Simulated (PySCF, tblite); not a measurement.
**tert-Butyl isocyanate (C₅H₉NO): geometry, infrared bands, NMR shifts, spin-spin couplings and electronic excitations**

What infrared bands, NMR shifts, spin-spin couplings and electronic excitations should tert-Butyl isocyanate (C₅H₉NO) (`CC(C)(C)N=C=O`) show?

Computed with tblite 0.8.0 and PySCF 2.14.0, with density-fitted response routines of our own, on a single molecule in the gas phase. Atoms are numbered from 0 throughout.

## (1) Starting geometry

16 atoms, charge 0, multiplicity 1; geometry from: force field or distance geometry start.

Bonds of the start (Å): C0–C1 1.55, C1–C2 1.53, C1–C3 1.53, C1–N4 1.48, N4–C5 1.17, C5–O6 1.18, C0–H7 1.09, C0–H8 1.10, C0–H9 1.09, C2–H10 1.10, C2–H11 1.09, C2–H12 1.09, C3–H13 1.10, C3–H14 1.09, C3–H15 1.11.

## (2) Geometry optimisation with GFN2-xTB

What the job is given:

```
{"job": {"kind": "relax", "xc": "GFN2-xTB", "basis": "xTB"}, "charge": 0, "multiplicity": 1}
C     -0.088900    -0.868400     1.153100
C     -0.039100    -0.065500    -0.168800
C     -0.019100     1.438200     0.118300
C     -1.270400    -0.407500    -1.016100
N      1.141000    -0.471400    -0.960700
C      2.196500    -0.289700    -0.499100
O      3.257900    -0.100700    -0.018600
H     -0.060800    -1.939700     0.967700
H     -1.014400    -0.648800     1.705100
H      0.739300    -0.626000     1.818300
H     -0.950400     1.752100     0.621800
H      0.810600     1.731300     0.753100
H      0.046600     2.012900    -0.807900
H     -1.298300    -1.486900    -1.241400
H     -1.257500     0.130900    -1.960900
H     -2.200600    -0.152000    -0.475400
```

The run is started by

```console
OMP_NUM_THREADS=1 python probes_run.py task.json out
```

The driver reads the jobs from task.json and runs them one after another.

**Question.** This job is followed by: GFN2-xTB harmonic vibrations, gas phase; PBE0-D3(BJ)/def2-SVP geometry optimisation, gas phase; GIAO PBE0/pcSseg-1 NMR shielding, non-relativistic, gas phase; B3LYP/pcJ-1 indirect spin-spin coupling, non-relativistic, gas phase; TDDFT CAM-B3LYP/def2-SVPD, vertical, gas phase, core orbitals frozen in the response; GIAO WP04/pcSseg-1 NMR shielding, non-relativistic, gas phase. What will the session give for the following? strongest single infrared mode (GFN2-xTB); zero-point energy (GFN2-xTB); point group; rotational constants (main isotopes); ¹³C shifts against TMS (PBE0/pcSseg-1, means over atoms taken as alike); ¹H shifts against TMS (PBE0/pcSseg-1, means over atoms taken as alike); ¹⁵N shifts against NH3 (PBE0/pcSseg-1); ¹⁷O shifts against H2O (PBE0/pcSseg-1); largest coupling of the table (B3LYP/pcJ-1); lowest singlet (CAM-B3LYP/def2-SVPD); brightest single state of those computed; lowest triplet; vertical ionisation energy (ΔSCF); range of the shift of O6.

As calculated:

```
                                                               quantity                         value
                              strongest single infrared mode (GFN2-xTB)        2523 cm⁻¹, 1419 km/mol
                                           zero-point energy (GFN2-xTB)                 83.6 kcal/mol
                                                            point group                            Cs
                                   rotational constants (main isotopes)          4.57, 1.59, 1.59 GHz
¹³C shifts against TMS (PBE0/pcSseg-1, means over atoms taken as alike)         123.7, 52.7, 33.9 ppm
 ¹H shifts against TMS (PBE0/pcSseg-1, means over atoms taken as alike)                      1.31 ppm
                                 ¹⁵N shifts against NH3 (PBE0/pcSseg-1)                      67.8 ppm
                                 ¹⁷O shifts against H2O (PBE0/pcSseg-1)                     141.4 ppm
                            largest coupling of the table (B3LYP/pcJ-1)       ¹J(C,H) C0–H7, 134.5 Hz
                                   lowest singlet (CAM-B3LYP/def2-SVPD)   6.45 eV (192 nm), f = 0.001
                               brightest single state of those computed  state 10, 9.20 eV, f = 0.108
                                                         lowest triplet                       6.08 eV
                                      vertical ionisation energy (ΔSCF)                      10.28 eV
                                               range of the shift of O6            130.7 to 141.4 ppm
```

The optimisation took 55 steps and gained 0.460 eV; among the close pairs (by a distance rule), C1–N4 changed most, from 1.478 to 1.430 Å (GFN2-xTB). No mode is imaginary among the 42: a minimum at this level. The strongest single mode, at 2523 cm⁻¹, moves mainly C5. GFN2-xTB is a fitted tight-binding method: band positions and strengths are rough. Its intensities can rank the bands wrongly. The optimisation took 4 steps and gained 0.151 eV; among the close pairs (by a distance rule), C0–H7 changed most, from 1.058 to 1.099 Å (PBE0/def2-SVP). At PBE0/pcSseg-1: The widest tensor belongs to C5: span 319 ppm, with a paramagnetic part of -201 ppm. In the run at B3LYP/pcJ-1, the largest coupling of the table is C0–H7 (mean over like pairs), 134.5 Hz, of which the Fermi-contact term gives 132.8 Hz. The lowest singlet, at 6.45 eV, is HOMO→LUMO 0.46, HOMO→LUMO+1 0.28 and is weak; of the 10 states computed, the strongest absorption comes from state 10 at 9.20 eV (the last computed, so partners may be missing). The lowest triplet lies 0.37 eV below the lowest singlet (triplets in Tamm-Dancoff, singlets in full TDDFT). ΔSCF puts the ionisation energy at 10.28 eV, 0.89 eV above −ε(HOMO). Across the 2 runs the shift of O6 moves most, between 130.7 (WP04/pcSseg-1) and 141.4 ppm (PBE0/pcSseg-1).
